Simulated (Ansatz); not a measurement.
**Ge2HO (doublet): from Hartree-Fock to the top rungs at a displaced geometry (v1), cc-pVDZ**

An exercise on one series of results from a longer session: the logs are not shown, and one member is left open.

Computed with Ansatz 0.2.0, Gaussian basis. Level: cc-pVDZ, core rule «outside noble gas», up to 29 orbitals frozen.

The runs, in order: UHF; CCSD(T) on ROHF; CCSD(T) on UHF; BCCD(T) on ROHF; CISD; CCSDT(Q) on ROHF; CCSDT(Q) on UHF; CASSCF and MRCISD+Q, 9 electrons in 9 orbitals; CASSCF and NEVPT2, 9 electrons in 9 orbitals.

18 further runs of the same task are left out: 4 that didn't finish, 14 set aside as unsound or not needed.

## The system

The geometry is a PBE0/def2-TZVP stationary point (not a proven minimum) with its atoms shifted at random (size 0.040 Å). No spin-orbit coupling is included. The filled d shell of Ge may be among the frozen orbitals whatever the setting's name suggests; the logs give the count.

4 atoms, charge 0, spin multiplicity 2.

Atoms are counted from 1 here; the program's logs count them from 0.

Bond lengths: Ge1–O2 1.752 Å, O2–Ge3 1.839 Å, Ge3–H4 1.547 Å. Angles: Ge1–O2–Ge3 176.7°, O2–Ge3–H4 94.9°.

The first run:

in.yaml reads:

```yaml
crystal:
  periodic: [false, false, false]
  atoms:
    - {symbol: Ge, position_ang: [0.002301, -0.388354, 2.276597]}
    - {symbol: O, position_ang: [0.001656, -0.347692, 0.525023]}
    - {symbol: Ge, position_ang: [0.049435, -0.398687, -1.312486]}
    - {symbol: H, position_ang: [-0.053393, 1.134733, -1.489133]}
basis:
  gaussian: {orbitals: cc-pVDZ}
magnetization: {spin_polarized: true, initial_magnetization: 1}
hamiltonian: {xc: hf}
output: {orbitals: {seedname: orbitals}}
```

Command:

```
ansatz run in.yaml --threads 1 --pin off --events-out ev --progress --plain --max-ram 2393MiB
```

Among the steps run: UHF; CCSD(T) on ROHF; CCSD(T) on UHF; BCCD(T) on ROHF; CISD; CCSDT(Q) on ROHF; CCSDT(Q) on UHF; CASSCF and MRCISD+Q, 9 electrons in 9 orbitals; CASSCF and NEVPT2, 9 electrons in 9 orbitals.

One table of the session follows, with a row left open; its other results are not shown here.

It belongs to the step «Misses and costs». 

```
           method  from UCCSDT(Q) (meV)
             ROHF              +10026.0
              UHF               +9930.2
             RMP2               +1160.5
             UMP2               +1169.7
            RCCSD                +415.3
            UCCSD                     ?
         RCCSD(T)                 +82.1
         UCCSD(T)                 +80.5
          BCCD(T)                 +69.3
           RCCSDT                 +45.6
           UCCSDT                 +43.4
        RCCSDT(Q)                 +15.2
        UCCSDT(Q)                     0
  CASSCF frontier               +6149.6
  NEVPT2 frontier               +1874.8
  MRCISD frontier                +713.2
MRCISD+Q frontier                +133.9
```

**Question.** Estimate the row for UCCSD.

The run gave: from UCCSDT(Q) (meV): +411.4. In the column «from UCCSDT(Q) (meV)» it lies between MRCISD+Q frontier (+133.9) and RCCSD (+415.3).

Not comparable, so not listed: CISD (they don't share determinant, frozen orbitals or solution with the rows shown, or repeat one).

Caveats from the session: Restricted and unrestricted rows rest on different reference determinants; where their highest levels disagree by more than a few hundredths of an eV, they describe different states and don't form one ladder.
